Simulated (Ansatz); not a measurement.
# C2H8GeS: the cost of one run

The runs use Ansatz 0.2.0, Gaussian basis; the settings change from run to run.

### Step 1. The molecule

The geometry comes from an earlier relaxation with PBE0-D4 in a triple-zeta def2 set; it is a stationary point, not always the lowest conformer.

SMILES `C[S][GeH2][CH3]`, 12 atoms, charge 0, spin multiplicity 1.

Atoms are counted from 1 here; the program's logs count them from 0.

Bond lengths: C1–S2 1.813 Å, C1–H5 1.090 Å, C1–H6 1.091 Å, C1–H7 1.090 Å, S2–Ge3 2.219 Å, Ge3–C4 1.952 Å, Ge3–H8 1.538 Å, Ge3–H9 1.544 Å, C4–H10 1.092 Å, C4–H11 1.090 Å, C4–H12 1.091 Å. Angles: S2–C1–H5 106.8°, S2–C1–H6 111.2°, S2–C1–H7 111.7°, H5–C1–H6 108.6°, H5–C1–H7 108.5°, H6–C1–H7 109.9°, C1–S2–Ge3 99.5°, S2–Ge3–C4 111.2°, S2–Ge3–H8 105.3°, S2–Ge3–H9 108.5°, C4–Ge3–H8 111.4°, C4–Ge3–H9 110.1°, H8–Ge3–H9 110.2°, Ge3–C4–H10 110.1°, Ge3–C4–H11 109.8°, Ge3–C4–H12 110.5°, H10–C4–H11 109.1°, H10–C4–H12 108.5° and more.

### Step 2. B97/pcseg-2

The input, in.yaml:

```yaml
crystal:
  periodic: [false, false, false]
  atoms:
    - {symbol: C, position_ang: [0.404158, 2.019475, 0.261878]}
    - {symbol: S, position_ang: [-0.755003, 1.368297, -0.971437]}
    - {symbol: Ge, position_ang: [-1.062565, -0.668569, -0.146857]}
    - {symbol: C, position_ang: [0.582889, -1.715349, -0.219142]}
    - {symbol: H, position_ang: [0.598587, 3.058032, -0.005994]}
    - {symbol: H, position_ang: [-0.027715, 1.992676, 1.263081]}
    - {symbol: H, position_ang: [1.349436, 1.476509, 0.251643]}
    - {symbol: H, position_ang: [-2.165334, -1.295653, -1.015522]}
    - {symbol: H, position_ang: [-1.543136, -0.538092, 1.314331]}
    - {symbol: H, position_ang: [0.406101, -2.718145, 0.174290]}
    - {symbol: H, position_ang: [0.926972, -1.792417, -1.250703]}
    - {symbol: H, position_ang: [1.362610, -1.241864, 0.378633]}
basis:
  gaussian: {orbitals: pcseg-2}
hamiltonian: {xc: {name: B97}}
output: {forces: true}
```

On the command line:

```bash
> ansatz run in.yaml --threads 4 --pin off --events-out ev --progress --plain --max-ram 10444MiB
```

**Question.** How long does this run take on 4 threads of AMD EPYC 9R45, shared host, and how much memory does it need?

About 3.1 s, with a peak of 0.79 GiB.
